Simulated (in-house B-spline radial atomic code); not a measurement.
# Sn³⁹⁺: excited configurations

Wanted: excitation energies of Sn³⁹⁺ as differences of total energies (ΔSCF).

The numbers are computed with in-house B-spline radial atomic code version 1 (Dirac-Hartree-Fock, average of configuration, Fermi nucleus, basis-set limit), except any that are marked as measured or tabulated.

**1. Starting point**

| Item | Value |
| --- | --- |
| element | tin (Z = 50) |
| charge | +39 |
| electrons | 11 |
| configuration | [Ne] 3s1 |
| Hamiltonian | Dirac-Coulomb |
| nucleus | Fermi, rms radius 4.652 fm |

The outer shells:

[Ne] 3s1
```
[Ne] core
3s [↑ ]
```

The boxes draw the filling by Hund's rule, which heavy ions in jj coupling don't follow; these runs average over all states of the configuration.

Input settings:

```ini
Z = 50
electrons = 11.0
configuration = [Ne] 3s1
hamiltonian = dirac
method = hf
spin_polarised = False
nucleus = fermi
rms_radius = 4.6519
mass_number = 120
atomic_mass = 119.902202557
speed_of_light = 137.035999084
```

This reference run was done before. Its total energy is -4817.418216 hartree, and its levels are (the highest eight at most):

```tsv
orbital	occupation	energy (eV)	<r> (bohr)
1s1/2	2	-31843.1	0.02902
2s1/2	2	-6840.29	0.1225
2p1/2	2	-6558.68	0.1037
2p3/2	4	-6317.83	0.1087
3s1/2	1	-2764.35	0.2961
```

**2. Configuration [He] 2s1 2p6 5s1 5g1**

Input settings:

```ini
Z = 50
electrons = 11.0
configuration = [He] 2s1 2p6 5s1 5g1
hamiltonian = dirac
method = hf
spin_polarised = False
nucleus = fermi
rms_radius = 4.6519
mass_number = 120
atomic_mass = 119.902202557
speed_of_light = 137.035999084
```

**Question.** How far above the reference does each configuration lie (order and size, in eV)?

The runs gave:

| net move | configuration | energy above the reference (eV) | with Breit, QED, recoil (eV) | largest <r> (bohr) |
| --- | --- | --- | --- | --- |
| 2s, 3s → 5g, 5s | [He] 2s1 2p6 5s1 5g1 | 7834.65 | 7822.02 | 0.857 |

The promotion costs 7834.65 eV. Koopmans' estimate of the ionisation threshold is 2764.35 eV; 1 configuration exceeds it by over 2 % and could autoionise. Two partly filled shells share a symmetry and can mix in the average, which may lower the energy, for: 2s, 3s → 5g, 5s. These are averages over configurations, without correlation, not spectroscopic levels.
